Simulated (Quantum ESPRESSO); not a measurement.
The system is C.

```
C
1.0
     0.00000    1.78337    1.78337
     1.78337    0.00000    1.78337
     1.78337    1.78337    0.00000
C
2
Direct
  0.75000 0.75000 0.75000
  0.50000 0.50000 0.50000
```

This isn't the form of C at room conditions, which is graphite.

Program: Quantum ESPRESSO 7.5. Alike in all runs: task dielectric tensor; level PBEsol; potentials or basis PseudoDojo 0.4.1 SR PBEsol standard; no spin polarisation; cell as given; cutoff (eV) 1116; smearing fermi-dirac 0.05 eV. Hardware: 1 thread of Intel(R) Xeon(R) Processor @ 2.50GHz (Skylake/Cascade Lake), with other jobs on the host.

Task: Order these runs on this cell by their wall time, lowest first.
A. k mesh 8 × 8 × 8; mesh quality not flagged
B. k mesh 4 × 4 × 4; mesh quality coarse
C. k mesh 16 × 16 × 16; mesh quality not flagged

Result: B (14 s), A (34 s), C (160 s).

Caveats: some runs use coarse meshes; the cell is more than 3 GPa from zero pressure, which shifts response properties (some runs); on a mesh that holds Γ this program's dielectric tensor can be off by some percent beyond the error of the mesh (some runs).
